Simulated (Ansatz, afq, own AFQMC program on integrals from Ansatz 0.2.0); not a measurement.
# RuO (triplet): AFQMC on the coupled-cluster ladder at distance Ru1–O2 = 1.348 Å, def2-TZVP

How near does AFQMC come to the top of the ladder for RuO (triplet)?

The runs use Ansatz 0.2.0, Gaussian basis, and an in-house AFQMC program (afq) on its integrals; all values are calculated; def2-TZVP, frozen cores.

The runs, in order: CCSD(T) on UHF; PBE (unrestricted); r2SCAN (unrestricted); PBE0 (unrestricted); CCSDT(Q) on UHF; B3LYP (unrestricted); wB97M-V (unrestricted); B2PLYP (unrestricted); Phaseless AFQMC, CISD trial on UHF.

8 further runs of the same task are left out: 1 for a known fault of the program, 7 that didn't finish.

## 1. What is computed

The geometry derives from a PBE0/def2-TZVP stationary point (not a proven minimum). One bond is set to the value named and the two fragments are kept rigid. No spin-orbit coupling is included. Elements past krypton take def2 core potentials.

2 atoms, charge 0, spin multiplicity 3.

Atoms are counted from 1 here; the program's logs count them from 0.

Bond lengths: Ru1–O2 1.348 Å.

## 2. CCSD(T) on UHF

in.yaml reads:

```yaml
crystal:
  periodic: [false, false, false]
  atoms:
    - {symbol: Ru, position_ang: [0.000000, 0.000000, 0.000000]}
    - {symbol: O, position_ang: [0.000000, 0.000000, 1.348000]}
basis:
  gaussian: {orbitals: def2-TZVP}
magnetization: {spin_polarized: true, initial_magnetization: 2}
correlation: {method: ccsd_t, electrons: outside_noble_gas, hamiltonian_folder: ham}
```

Run with:

```bash
$ ansatz run in.yaml --threads 1 --pin off --events-out ev --progress --plain --max-ram 16896MiB --backend cuda --devices 0, --max-vram 18GiB
```

Log, shortened:

```text
Functional definition: HF
  name "HF"
  cite "Fock, Z. Phys. 61, 126 (1930) doi:10.1007/BF01340294"
  parent pbe
[...]
584 factors; integrals over basis functions are off by at most 5.9e-4 eV
[...]
mean field -4592.26760743 eV, -168.7627218224 hartree, gradient 1.4e-6 eV, S^2 2.005098; 30 other end points of the search recorded, 0 dependent functions left out
determinant -4592.26760743 eV, -168.7627218224 hartree, with singles and doubles -4604.50855776 eV, -169.2125684496 hartree
determinant -4591.49243071 eV, -168.7342346031 hartree, with singles and doubles -4603.20014149 eV, -169.1644850388 hartree
determinant -4591.29470822 eV, -168.7269684356 hartree, with singles and doubles -4603.14593297 eV, -169.1624929122 hartree
determinant -4591.28410104 eV, -168.7265786292 hartree, with singles and doubles -4603.14861214 eV, -169.1625913698 hartree
determinant -4591.26035642 eV, -168.7257060302 hartree, with singles and doubles -4603.07546837 eV, -169.1599033860 hartree
determinant -4591.24729292 eV, -168.7252259556 hartree, with singles and doubles -4603.39989269 eV, -169.1718257599 hartree
determinant -4591.08315635 eV, -168.7191940480 hartree, with singles and doubles -4603.52210717 eV, -169.1763170591 hartree
determinant -4590.98960171 eV, -168.7157559784 hartree, with singles and doubles -4603.48681166 eV, -169.1750199729 hartree
determinant -4590.38381064 eV, -168.6934935671 hartree, with singles and doubles -4602.41332733 eV, -169.1355701514 hartree
determinant -4590.33739386 eV, -168.6917877819 hartree, with singles and doubles -4602.38743438 eV, -169.1346186030 hartree
determinant -4589.96209668 eV, -168.6779958651 hartree, with singles and doubles -4602.12319802 eV, -169.1249080961 hartree
determinant -4589.49479516 eV, -168.6608228508 hartree, with singles and doubles -4601.49489977 eV, -169.1018185614 hartree
determinant -4589.46507700 eV, -168.6597307287 hartree, with singles and doubles -4601.49871047 eV, -169.1019586018 hartree
determinant -4589.14854908 eV, -168.6480985422 hartree, with singles and doubles -4601.14371852 eV, -169.0889128885 hartree
determinant -4588.81941793 eV, -168.6360031952 hartree, with singles and doubles -4600.99162732 eV, -169.0833236399 hartree
5 core orbitals not correlated: weight in the atoms' cores, before any rotation towards them, 0.948 or more for the frozen orbitals, at most 0.040 for the correlated occupied ones
reference -4592.26760743 eV, -168.7627218224 hartree; 8, 6 occupied and 58, 60 virtual orbitals, 584 factors
second order -12.85550316 eV of doubles, -0.00000000 eV of singles
cycle   1  -12.19321532 eV  change   -7.2e-1 eV  update   2.0e-2
[...]
cycle  13  -12.21514677 eV  change   -1.5e-5 eV  update   1.6e-5
perturbative correction -0.58175758 eV, -0.0213791967 hartree
Total energy: -4605.06451178 eV, -169.2329993829 hartree
```

Wall time 10 s (1 × NVIDIA H100 80GB HBM3 with 1 thread of AMD EPYC 7R13 (Zen 3), shared host); peak host memory 0.84 GiB.

From the report: ⟨S²⟩ of the determinant 2.005 (pure triplet: 2.00); correlation -12.7969 eV; T1 0.031; largest double amplitude 0.05.

This run also writes the integrals to the folder ham.

## 3. PBE (unrestricted)

Changes to in.yaml since step 2:

```diff
@@ -8,2 +8,3 @@
 magnetization: {spin_polarized: true, initial_magnetization: 2}
-correlation: {method: ccsd_t, electrons: outside_noble_gas, hamiltonian_folder: ham}
+hamiltonian: {xc: {name: PBE}}
+output: {orbitals: {seedname: orbitals}}
```

Run with:

```bash
$ ansatz run in.yaml --threads 1 --pin off --events-out ev --progress --plain --max-ram 5632MiB --backend cpu
```

Log, shortened:

```text
Functional definition: PBE
  name "PBE"
  cite "Perdew, Burke & Ernzerhof, Phys. Rev. Lett. 77, 3865 (1996) doi:10.1103/PhysRevLett.77.3865"
  parent pbe
[...]
505 factors; their error is unknown
[...]
mean field -4622.40535943 eV, -169.8702637801 hartree, gradient 2.3e-5 eV, S^2 2.001244; 9 other end points of the search recorded, 0 dependent functions left out
reference -4622.40540003 eV, -169.8702652723 hartree; 13, 11 occupied and 58, 60 virtual orbitals, 505 factors
Total energy: -4622.40540003 eV, -169.8702652723 hartree
```

Run time: 12 s. Hardware: 1 thread of AMD EPYC 7R13 (Zen 3), shared host; peak memory 0.72 GiB.

From the report: ⟨S²⟩ of the determinant 2.001 (pure triplet: 2.00).

## 4. r2SCAN (unrestricted)

Changes to in.yaml since step 3:

```diff
@@ -8,3 +8,2 @@
 magnetization: {spin_polarized: true, initial_magnetization: 2}
-hamiltonian: {xc: {name: PBE}}
-output: {orbitals: {seedname: orbitals}}
+hamiltonian: {xc: {name: r2SCAN}}
```

The command is unchanged.

Log, shortened:

```text
Functional definition: r2SCAN
  name "r2SCAN"
  cite "Furness, Kaplan, Ning, Perdew & Sun, J. Phys. Chem. Lett. 11, 8208 (2020) doi:10.1021/acs.jpclett.0c02405"
  cite "Furness, Kaplan, Ning, Perdew & Sun, J. Phys. Chem. Lett. 11, 9248 (2020) doi:10.1021/acs.jpclett.0c03077"
  parent r2scan
[...]
505 factors; their error is unknown
[...]
mean field -4623.60704155 eV, -169.9144247836 hartree, gradient 4.1e-6 eV, S^2 2.002259; 13 other end points of the search recorded, 0 dependent functions left out
reference -4623.60706248 eV, -169.9144255528 hartree; 13, 11 occupied and 58, 60 virtual orbitals, 505 factors
Total energy: -4623.60706248 eV, -169.9144255528 hartree
```

It took 22 s on 1 thread of AMD EPYC 7R13 (Zen 3), shared host; peak memory 0.72 GiB.

From the report: ⟨S²⟩ of the determinant 2.002 (pure triplet: 2.00).

## 5. PBE0 (unrestricted)

Changes to in.yaml since step 4:

```diff
@@ -8,2 +8,3 @@
 magnetization: {spin_polarized: true, initial_magnetization: 2}
-hamiltonian: {xc: {name: r2SCAN}}
+hamiltonian: {xc: {name: PBE0}}
+output: {orbitals: {seedname: orbitals}}
```

Same command.

Log:

```text
Functional definition: PBE0
  name "PBE0"
  cite "Adamo & Barone, J. Chem. Phys. 110, 6158 (1999) doi:10.1063/1.478522"
  cite "Perdew, Burke & Ernzerhof, Phys. Rev. Lett. 77, 3865 (1996) doi:10.1103/PhysRevLett.77.3865"
  parent pbe
  parameter a = 0.25
  parameter kappa = 0.804
  parameter beta = 0.06672455060314922
  exchange = (1 - a)*pbe_x(kappa = kappa, mu = beta*pi^2/3) + a*exact_x
  correlation = pbe_c(beta = beta)
529 factors; their error is unknown
mean field evaluation 1: about -4616.8976 eV, gradient 3.4e1 eV
mean field evaluation 2: about -4608.7061 eV, gradient 6.0e1 eV
mean field evaluation 4: about -4620.9336 eV, gradient 4.9e0 eV
mean field evaluation 8: about -4621.0470 eV, gradient 1.7e-1 eV
mean field evaluation 16: about -4621.0474 eV, gradient 1.6e-4 eV
mean field evaluation 32: about -4620.2458 eV, gradient 5.5e0 eV
mean field -4621.04735453 eV, -169.8203580205 hartree, gradient 2.2e-5 eV, S^2 2.001674; 4 other end points of the search recorded, 0 dependent functions left out
reference -4621.04738516 eV, -169.8203591461 hartree; 13, 11 occupied and 58, 60 virtual orbitals, 529 factors
Total energy: -4621.04738516 eV, -169.8203591461 hartree
```

It took 2.9 s on 1 thread of AMD EPYC 7R13 (Zen 3), shared host; peak memory 0.72 GiB.

From the report: ⟨S²⟩ of the determinant 2.002 (pure triplet: 2.00).

## 6. CCSDT(Q) on UHF

Changes to in.yaml since step 5:

```diff
@@ -8,3 +8,2 @@
 magnetization: {spin_polarized: true, initial_magnetization: 2}
-hamiltonian: {xc: {name: PBE0}}
-output: {orbitals: {seedname: orbitals}}
+correlation: {method: ccsdt_q, electrons: outside_noble_gas}
```

Run with:

```bash
$ ansatz run in.yaml --threads 1 --pin off --events-out ev --progress --plain --max-ram 16896MiB --backend cuda --devices 0, --max-vram 18GiB
```

Log, shortened:

```text
Functional definition: HF
  name "HF"
  cite "Fock, Z. Phys. 61, 126 (1930) doi:10.1007/BF01340294"
  parent pbe
[...]
998 factors; integrals over basis functions are off by at most 1.9e-7 eV
[...]
mean field -4592.26764484 eV, -168.7627231971 hartree, gradient 1.4e-6 eV, S^2 2.005098; 30 other end points of the search recorded, 0 dependent functions left out
determinant -4592.26764484 eV, -168.7627231971 hartree, with singles and doubles -4604.50853871 eV, -169.2125677495 hartree
determinant -4591.49246542 eV, -168.7342358787 hartree, with singles and doubles -4603.19988598 eV, -169.1644756488 hartree
determinant -4591.29474097 eV, -168.7269696393 hartree, with singles and doubles -4603.14599787 eV, -169.1624952971 hartree
determinant -4591.28413374 eV, -168.7265798309 hartree, with singles and doubles -4603.14758792 eV, -169.1625537307 hartree
[...]
determinant -4589.46511397 eV, -168.6597320872 hartree, with singles and doubles -4601.49763606 eV, -169.1019191181 hartree
determinant -4589.14857320 eV, -168.6480994285 hartree, with singles and doubles -4601.14475172 eV, -169.0889508578 hartree
determinant -4588.81946515 eV, -168.6360049306 hartree, with singles and doubles -4600.99165540 eV, -169.0833246719 hartree
5 core orbitals not correlated: weight in the atoms' cores, before any rotation towards them, 0.948 or more for the frozen orbitals, at most 0.040 for the correlated occupied ones
reference -4592.26764484 eV, -168.7627231971 hartree; 8, 6 occupied and 58, 60 virtual orbitals, 998 factors
second order -12.85550649 eV of doubles, -0.00000000 eV of singles
cycle   1  -11.50974491 eV  change     1.3e0 eV  update   1.6e-1
[...]
cycle  35  -12.80809284 eV  change   -2.2e-7 eV  update   8.9e-7
perturbative correction -0.04711981 eV, -0.0017316210 hartree
Total energy: -4605.12285749 eV, -169.2351435485 hartree
```

It took 38 s on 1 × NVIDIA H100 80GB HBM3 with 1 thread of AMD EPYC 7R13 (Zen 3), shared host; peak host memory 0.9 GiB.

From the report: ⟨S²⟩ of the determinant 2.005 (pure triplet: 2.00); correlation -12.8552 eV; T1 0.033; largest double amplitude 0.07.

## 7. B3LYP (unrestricted)

Changes to in.yaml since step 6:

```diff
@@ -8,2 +8,2 @@
 magnetization: {spin_polarized: true, initial_magnetization: 2}
-correlation: {method: ccsdt_q, electrons: outside_noble_gas}
+hamiltonian: {xc: {name: B3LYP}}
```

Run with:

```bash
$ ansatz run in.yaml --threads 1 --pin off --events-out ev --progress --plain --max-ram 5632MiB --backend cpu
```

Log, shortened:

```text
Functional definition: B3LYP
  name "B3LYP"
  cite "Stephens, Devlin, Chabalowski & Frisch, J. Phys. Chem. 98, 11623 (1994) doi:10.1021/j100096a001"
  cite "Becke, Phys. Rev. A 38, 3098 (1988) doi:10.1103/PhysRevA.38.3098"
  cite "Lee, Yang & Parr, Phys. Rev. B 37, 785 (1988) doi:10.1103/PhysRevB.37.785"
  cite "Vosko, Wilk & Nusair, Can. J. Phys. 58, 1200 (1980) doi:10.1139/p80-159"
[...]
529 factors; their error is unknown
[...]
mean field -4624.32470181 eV, -169.9407983118 hartree, gradient 7.3e-6 eV, S^2 2.001052; 9 other end points of the search recorded, 0 dependent functions left out
reference -4624.32487897 eV, -169.9408048222 hartree; 13, 11 occupied and 58, 60 virtual orbitals, 529 factors
Total energy: -4624.32487897 eV, -169.9408048222 hartree
```

Run time: 11 s. Hardware: 1 thread of AMD EPYC 7R13 (Zen 3), shared host; peak memory 0.72 GiB.

From the report: ⟨S²⟩ of the determinant 2.001 (pure triplet: 2.00).

## 8. wB97M-V (unrestricted)

Changes to in.yaml since step 7:

```diff
@@ -8,2 +8,3 @@
 magnetization: {spin_polarized: true, initial_magnetization: 2}
-hamiltonian: {xc: {name: B3LYP}}
+hamiltonian: {xc: {name: wB97M-V}}
+output: {orbitals: {seedname: orbitals}}
```

The command is unchanged.

Log, shortened:

```text
Functional definition: wB97M-V
  name "wB97M-V"
  cite "Mardirossian & Head-Gordon, J. Chem. Phys. 144, 214110 (2016) doi:10.1063/1.4952647"
  cite "Becke, J. Chem. Phys. 107, 8554 (1997) doi:10.1063/1.475007"
  cite "Vydrov & Van Voorhis, J. Chem. Phys. 133, 244103 (2010) doi:10.1063/1.3521275"
  # Of w^i u^j: cxij and so on, Table III.
[...]
  gx(w, u) = 1 - cx + cx01*u + cx10*w
  gss(w, u) = css00 + css04*u^4 + css10*w + css20*w^2 + css43*w^4*u^3
  gos(w, u) = cos00 + cos10*w + (cos20 + cos21*u)*w^2 + (cos60 + cos61*u)*w^6
[...]
      + integral(e_c_pw_mod_opposite_spin*gos(b97_w_opposite, b97_u_opposite)) + vv10(b, c)
516 factors; their error is unknown
107 factors; integrals over basis functions are off by at most 2.3e-5 eV
[...]
mean field -4620.46076821 eV, -169.7988013710 hartree, gradient 1.2e-5 eV, S^2 2.001151; 4 other end points of the search recorded, 0 dependent functions left out
reference -4620.46080634 eV, -169.7988027720 hartree; 13, 11 occupied and 58, 60 virtual orbitals, 516 factors
Total energy: -4620.46080634 eV, -169.7988027720 hartree
```

Wall time 16 s (1 thread of AMD EPYC 7R13 (Zen 3), shared host); peak memory 0.84 GiB.

From the report: ⟨S²⟩ of the determinant 2.001 (pure triplet: 2.00).

## 9. B2PLYP (unrestricted)

Changes to in.yaml since step 8:

```diff
@@ -8,3 +8,3 @@
 magnetization: {spin_polarized: true, initial_magnetization: 2}
-hamiltonian: {xc: {name: wB97M-V}}
-output: {orbitals: {seedname: orbitals}}
+hamiltonian: {xc: {name: B2PLYP}}
+correlation: {electrons: outside_noble_gas}
```

Same command.

Log, shortened:

```text
Functional definition: B2PLYP
  name "B2PLYP"
  cite "Grimme, J. Chem. Phys. 124, 034108 (2006) doi:10.1063/1.2148954"
  cite "Becke, Phys. Rev. A 38, 3098 (1988) doi:10.1103/PhysRevA.38.3098"
  cite "Lee, Yang & Parr, Phys. Rev. B 37, 785 (1988) doi:10.1103/PhysRevB.37.785"
[...]
584 factors; integrals over basis functions are off by at most 5.9e-4 eV
[...]
mean field -4612.43499655 eV, -169.5038597024 hartree, gradient 7.2e-6 eV, S^2 2.002284; 6 other end points of the search recorded, 0 dependent functions left out
5 core orbitals not correlated: weight in the atoms' cores, before any rotation towards them, 0.958 or more for the frozen orbitals, at most 0.032 for the correlated occupied ones
reference -4612.43510732 eV, -169.5038637732 hartree; 8, 6 occupied and 58, 60 virtual orbitals, 584 factors
second order -16.06462234 eV of doubles, -0.00000000 eV of singles
Total energy: -4616.77255535 eV, -169.6632620484 hartree
```

Run time: 4.9 s. Hardware: 1 thread of AMD EPYC 7R13 (Zen 3), shared host; peak memory 1.6 GiB.

From the report: ⟨S²⟩ of the determinant 2.002 (pure triplet: 2.00).

## 10. Phaseless AFQMC, CISD trial on UHF

It reads the integrals that the CCSD(T) run on this determinant wrote.

Run with:

```bash
$ afq ham --method phaseless --trial cisd --walkers 3400 --populations 20 --least-time 60 --time-step 0.005 --steps-per-block 50 --equilibration-blocks 40 --max-blocks 4000 --target-error 0.00022 --factor-cut 1e-05 --start spin_pure --seed 2979 --release-times 0.24,0.6,1.2,1.8,2.6 --release-step 0.04 --release-every 3 --taylor-order 6
```

Log:

```text
orbitals 66  electrons 8 6  factors 523 of 584
reference energy -168.76272182 Eh
CCSD correlation -0.44889819 Eh in 17 cycles, weight of the determinant in the CISD state 0.8560
energy of the start -169.211308 Eh
 block  time / (1/Eh)  mean weight  energy / Eh
     1     0.250  1.0002  -169.209201
     2     0.500  0.9996  -169.217135
     3     0.750  1.0004  -169.223088
     4     1.000  1.0003  -169.227472
     5     1.250  0.9997  -169.228272
     6     1.500  0.9999  -169.230189
     7     1.750  0.9999  -169.229042
     8     2.000  0.9999  -169.228240
     9     2.250  1.0003  -169.227857
    10     2.500  1.0001  -169.228519
    13     3.250  0.9999  -169.231268
    17     4.250  1.0004  -169.231211
    21     5.250  1.0002  -169.231372
    25     6.250  1.0001  -169.230742
    29     7.250  1.0000  -169.232264
    33     8.250  1.0000  -169.235310
    37     9.250  1.0003  -169.232577
    41    10.250  1.0006  -169.234677
    45    11.250  0.9997  -169.230606
    49    12.250  0.9994  -169.234527
    53    13.250  0.9998  -169.233235
    57    14.250  1.0001  -169.233046
    61    15.250  1.0004  -169.233232
    65    16.250  0.9991  -169.233562
    69    17.250  1.0006  -169.236248
    73    18.250  1.0001  -169.233483
    77    19.250  0.9995  -169.234375
    81    20.250  1.0002  -169.230007
    85    21.250  0.9995  -169.231835
    89    22.250  0.9996  -169.232279
    93    23.250  1.0000  -169.234124
    97    24.250  0.9995  -169.236172
   101    25.250  0.9999  -169.231403
   105    26.250  1.0008  -169.231756
   109    27.250  1.0002  -169.232424
   113    28.250  1.0000  -169.230399
   117    29.250  0.9998  -169.232783
   121    30.250  1.0002  -169.230193
   125    31.250  1.0000  -169.235063
   129    32.250  0.9996  -169.232114
   133    33.250  0.9996  -169.233170
   137    34.250  1.0003  -169.231953
   141    35.250  0.9994  -169.233852
   145    36.250  0.9997  -169.232055
   149    37.250  1.0006  -169.236108
   153    38.250  1.0001  -169.235803
   157    39.250  0.9998  -169.233502
error from the spread of 20 populations
released: time / (1/Eh)  energy / Eh  error  mean overlap
  0.24  -169.233981  0.000255  0.9965
  0.60  -169.233903  0.000297  0.9911
  1.20  -169.233837  0.000249  0.9827
  1.80  -169.233804  0.000509  0.9748
  2.60  -169.233138  0.000395  0.9781
energy -169.233191 +/- 0.000291 Eh
```

It took 5.8 min on 1 × NVIDIA H100 80GB HBM3 with 2 threads of AMD EPYC 7R13 (Zen 3), shared host; peak host memory 1.6 GiB.

Energy -4605.0697 ± 0.0079 eV. Caveats: constraint bias not in the error.

## 11. AFQMC on the ladder

On the UHF determinant, counted from CCSDT(Q) (a yardstick, not exact):

| level | energy (eV) | from CCSDT(Q) (kcal/mol) | statistical error (kcal/mol) | time |
| --- | --- | --- | --- | --- |
| HF | -4592.2676 | +296.45 |  |  |
| MP2 | -4605.1231 | -0.01 |  |  |
| CCSD | -4604.4828 | +14.76 |  |  |
| CCSD(T) | -4605.0645 | +1.35 |  |  |
| CCSDT(Q) | -4605.1229 | 0.00 |  |  |
| Phaseless AFQMC, CISD trial, step 0.005, 3400 walkers | -4605.0697 | +1.23 | 0.18 | 5.8 min |

The functionals' totals stand on their own zeros and serve differences with other points: PBE -4622.405 eV; r2SCAN -4623.607 eV; PBE0 -4621.047 eV; B3LYP -4624.325 eV; wB97M-V -4620.461 eV; B2PLYP -4616.773 eV.

## 12. Results

```
                                        quantity                  value
                    CCSD(T) on UHF from CCSDT(Q)         +1.35 kcal/mol
Phaseless AFQMC, CISD trial on UHF from CCSDT(Q)  +1.23 ± 0.18 kcal/mol
```

What this shows: On UHF the phaseless walk with the CISD trial lies +1.23 kcal/mol from CCSDT(Q), 7 times its error bar. Error bars are statistical and leave out the constraint, the time step and what remains of the start. Ru carries a core potential, and spin-orbit coupling is left out.
